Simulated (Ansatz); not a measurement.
# MgCl2 + SiH4: a complex and its separated parts

The complex below is one end of an elementary step. How strongly is it bound against its free parts?

The runs use Ansatz 0.2.0, Gaussian basis; PBE0-D4/def2-TZVP structures, single points in def2-TZVPP, no counterpoise correction.

Levels: SPW92, PBE-D4, BLYP-D4, r2SCAN-D4, B97M-V, PBE0-D4, B3LYP-D4, r2SCAN0-D4, BHLYP-D4, CAM-B3LYP-D4, wB97X-V, wB97M-V, B2PLYP, PBE-QIDH, RPA on PBE, Hartree-Fock, MP2, CCSD, CCSD(T).

Cores are frozen in the correlated methods. The outer core shell of Li, Na, Mg and K is correlated. B3LYP uses VWN-RPA correlation. B2PLYP carries no dispersion term here.

94 further runs of the same task are left out: 94 set aside as unsound or not needed.

### Step 1. Starting geometry

The complex: 8 atoms, charge 0, spin multiplicity 1.

Atoms are counted from 1 here; the program's logs count them from 0.

Bond lengths: Mg1–Cl2 2.181 Å, Mg1–Cl3 2.190 Å, Mg1–H4 2.073 Å, H4–Si5 1.512 Å, Si5–H6 1.477 Å, Si5–H7 1.482 Å, Si5–H8 1.477 Å. Angles: Cl2–Mg1–Cl3 162.6°, Cl2–Mg1–H4 98.3°, Cl3–Mg1–H4 99.1°, Mg1–H4–Si5 129.4°, H4–Si5–H6 108.0°, H4–Si5–H7 103.7°, H4–Si5–H8 108.0°, H6–Si5–H7 111.6°, H6–Si5–H8 113.2°, H7–Si5–H8 111.7°.

Coordinates:

```mol
Cl2H4MgSi
  3D, bonds by distance, orders not assigned

  8  7  0  0  0  0  0  0  0  0999 V2000
   -0.5127   -0.6306   -1.7544 Mg  0  0
    1.0111   -1.4167   -3.1016 Cl  0  0
   -2.4309    0.0176   -0.9191 Cl  0  0
    0.7111   -0.1928   -0.1393 H   0  0
    0.3566    0.4271    1.1938 Si  0  0
   -0.2037    1.7693    0.9378 H   0  0
    1.6562    0.5031    1.9021 H   0  0
   -0.5876   -0.4769    1.8807 H   0  0
  1  2  8  0
  1  3  8  0
  1  4  8  0
  4  5  8  0
  5  6  8  0
  5  7  8  0
  5  8  8  0
M  END
```

Its parts: MgCl2 holds atoms 1, 2, 3; SiH4 holds atoms 4, 5, 6, 7, 8. Each part counts its atoms afresh in its own runs.

### Step 2. Relaxing MgCl2 alone

relax-a/in.yaml

```yaml
crystal:
  periodic: [false, false, false]
  atoms:
    - {symbol: Mg, position_ang: [-0.512711, -0.630645, -1.754364]}
    - {symbol: Cl, position_ang: [1.011093, -1.416667, -3.101643]}
    - {symbol: Cl, position_ang: [-2.430918, 0.017639, -0.919083]}
basis:
  gaussian: {orbitals: def2-TZVP}
hamiltonian: {xc: pbe0, dispersion: d4}
relax: {f_tol: 0.005, max_steps: 200}
```

The run is started by

```sh
ansatz run in.yaml --threads 4 --pin off --events-out ev --progress --plain --max-ram 9574MiB
```

After this run come: Relaxing SiH4 alone; SPW92/def2-TZVPP; PBE-D4/def2-TZVPP; BLYP-D4/def2-TZVPP; r2SCAN-D4/def2-TZVPP; B97M-V/def2-TZVPP; PBE0-D4/def2-TZVPP; B3LYP-D4/def2-TZVPP; r2SCAN0-D4/def2-TZVPP; BHLYP-D4/def2-TZVPP; CAM-B3LYP-D4/def2-TZVPP; wB97X-V/def2-TZVPP; wB97M-V/def2-TZVPP; B2PLYP/def2-TZVPP; PBE-QIDH/def2-TZVPP; RPA on PBE/def2-TZVPP; CCSD(T)/def2-TZVPP; Vibrations of MgCl2; Vibrations of SiH4.

Before running it: what results should come out? Wanted: complex less parts, CCSD(T)/def2-TZVPP; with zero-point energy; largest T1 diagnostic.

**Answer**, as computed:

| quantity | value |
| --- | --- |
| complex less parts, CCSD(T)/def2-TZVPP | -0.243 eV |
| with zero-point energy | -0.196 eV |
| largest T1 diagnostic | 0.011 |

In words: At CCSD(T) the complex lies 0.243 eV below its parts. Among the functionals BLYP-D4 lands nearest to CCSD(T) (-0.005 eV) and SPW92 farthest (-0.146 eV). Mean unsigned error by rung: LDA 0.146, GGA 0.024, meta-GGA 0.035, hybrid 0.032, range-separated hybrid 0.013, double hybrid 0.035 eV. PBE-D4 gives a relative energy 0.042 eV too low, inside chemical accuracy (1 kcal/mol, 0.043 eV). No counterpoise was applied, and triple zeta lacks some correlation, so the CCSD(T) reference has a basis error of its own, and close matches with it are partly luck.
